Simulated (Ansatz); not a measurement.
# RhPb: the cost of one run

Program: Ansatz 0.2.0. Level of theory: DFT PBEsol, scalar-relativistic, plane waves, PAW. These are calculated values, not measurements.

## Step 1: The starting structure

The structure is hexagonal, space group P6/mmm (No. 191). The conventional cell has a = 5.754 Å, b = 5.754 Å, c = 4.514 Å, α = 90.00°, β = 90.00°, γ = 120.00°. Rh (site symmetry mmm) has 6 Pb at 2.80 to 2.88 Å and 4 Rh at 2.88 Å as nearest neighbours. Pb (site symmetry -6m2) is surrounded by 6 Rh at 2.80 Å. Pb (site symmetry 6/mmm) has 6 Rh at 2.88 Å as nearest neighbours.

Coordinates:

```cif
data_structure
_symmetry_space_group_name_H-M 'P6/mmm'
_symmetry_Int_Tables_number 191
_cell_length_a 5.7540
_cell_length_b 5.7540
_cell_length_c 4.5136
_cell_angle_alpha 90.000
_cell_angle_beta 90.000
_cell_angle_gamma 120.000
_cell_volume 129.42
loop_
_atom_site_label
_atom_site_type_symbol
_atom_site_symmetry_multiplicity
_atom_site_Wyckoff_symbol
_atom_site_fract_x
_atom_site_fract_y
_atom_site_fract_z
_atom_site_occupancy
Rh1 Rh 3 f 0.50000 0.00000 0.00000 1
Pb1 Pb 2 d 0.33333 0.66667 0.50000 1
Pb2 Pb 1 a 0.00000 0.00000 0.00000 1
```

This cell was relaxed beforehand with the same method: volume 21.57 Å³/atom, gap on the mesh none (metal).

## Step 2: Relaxing with PBEsol

Contents of input.yaml:

```yaml
crystal:
  lattice:
    - [5.7540169735, 0.0, 0.0]
    - [-2.8770084868, 4.9831248729, 0.0]
    - [0.0, 0.0, 4.5135911684]
  atoms:
    - { symbol: Rh, position: [0.5, 0.0, 0.0] }
    - { symbol: Rh, position: [0.5, 0.5, 0.0] }
    - { symbol: Rh, position: [0.0, 0.5, 0.0] }
    - { symbol: Pb, position: [0.3333333333, 0.6666666667, 0.5] }
    - { symbol: Pb, position: [0.6666666667, 0.3333333333, 0.5] }
    - { symbol: Pb, position: [0.0, 0.0, 0.0] }
basis:
  ecutwfc: 420
kpoints:
  mp_grid: { grid: [9, 9, 8] }
hamiltonian:
  xc: pbesol
scf:
  occupations: { method: gaussian, width: 0.1 }
output:
  forces: true
  stress: true
  eigenvalues: true
  write_density: true
  write_potential: true
  elf: true
  volumetric_format: npy
relax:
  adjacent_minimum: "off"
  f_tol: 0.005
  max_steps: 50
  cell: { stress_tol: 0.05 }
```

Run with:

```sh
ansatz run input.yaml --threads 2 --pin off --max-ram 5120MiB --backend cpu --events-out ev --progress --plain --runs-dir out
```

What time and memory should one allow on 2 threads of Intel Xeon at 2.50GHz (Skylake/Cascade Lake), shared host?

About 2.3 min, with a peak of 0.67 GiB.
